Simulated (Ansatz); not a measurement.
Write a Python script for Ansatz's Python interface that makes a rigid torsion scan of CH2BClF2, SMILES FBC(F)Cl. Settings (for the species named): r2SCAN, cc-pVDZ basis, multiplicity 1.

```yaml
atoms:
  - { symbol: F, position_ang: [-1.9691, 0.4520, 0.2649] }
  - { symbol: B, position_ang: [-0.5892, 0.5679, 0.4285] }
  - { symbol: C, position_ang: [0.3274, -0.4902, -0.2875] }
  - { symbol: F, position_ang: [1.1551, -1.1629, 0.6841] }
  - { symbol: Cl, position_ang: [1.4832, 0.3379, -1.3890] }
  - { symbol: H, position_ang: [-0.1206, 1.4374, 1.1033] }
  - { symbol: H, position_ang: [-0.2256, -1.2101, -0.8501] }
```

The script, `torsion_ch2bclf2.py`:
```python
"""Rigid torsion scan of CH2BClF2."""

from dataclasses import dataclass

import ansatz as az
from ase import Atoms


@dataclass(frozen=True)
class Options:
    basis_set: str = "cc-pVDZ"
    functional: str = "r2scan"
    force_tol: float = 0.02


settings = Options()


def main() -> None:
    atoms = Atoms(["F", "B", "C", "F", "Cl", "H", "H"], positions=[
        (-1.9691, 0.452, 0.2649),
        (-0.5892, 0.5679, 0.4285),
        (0.3274, -0.4902, -0.2875),
        (1.1551, -1.1629, 0.6841),
        (1.4832, 0.3379, -1.389),
        (-0.1206, 1.4374, 1.1033),
        (-0.2256, -1.2101, -0.8501),
    ])

    # start the scan from a relaxed geometry
    first = az.Crystal.molecule_from_ase(atoms).calculation()
    first = first.basis(gaussian=settings.basis_set)
    first = first.functional(settings.functional)
    first = first.relax(force_tolerance=settings.force_tol, max_steps=80)
    atoms.positions = first.run().report["positions_ang"]

    start = atoms.get_dihedral(3, 2, 1, 0)
    energies = {}
    for turn in range(0, 360, 40):
        turned = atoms.copy()
        turned.set_dihedral(3, 2, 1, 0, start + turn, indices=[0, 1, 5])
        calculation = (
            az.Crystal.molecule_from_ase(turned).calculation()
            .basis(gaussian=settings.basis_set)  # atom-centred Gaussian functions
            .functional(settings.functional)
        )
        energies[round((start + turn) % 360)] = calculation.run().report["free_energy_ev"]
    floor = min(energies.values())
    print("dihedral F3-C2-B1-F0 (deg)   E - E(min) (eV)")
    for angle, e in sorted(energies.items()):
        print(f"{angle:8d} {(e - floor):14.3f}  " + "#" * int(30 * (e - floor) / max(max(energies.values()) - floor, 1e-9)))


if __name__ == "__main__":
    main()
```

```console
$ python torsion_ch2bclf2.py
dihedral F3-C2-B1-F0 (deg)   E - E(min) (eV)
       6          0.018
      46          0.146  #####
      86          0.637  #########################
     126          0.753  ##############################
     166          0.249  #########
     206          0.000
     246          0.217  ########
     286          0.520  ####################
     326          0.320  ############
```

The lowest point is at 206° and the highest at 126°, 0.753 eV (72.7 kJ/mol) above it, with the rest of the molecule held.

The scan is rigid and the energies are electronic, in a modest basis. With rigid groups the curve can differ much from the relaxed path, the start wasn't checked as a minimum of this torsion, and equivalent turns needn't return to the same energy. Wall time of the script: 91 s on 1 thread of Arm Neoverse V2, with other jobs on the host, peak memory 0.24 GiB.

(Lines on the test bed's own set-up are left out of the output.)
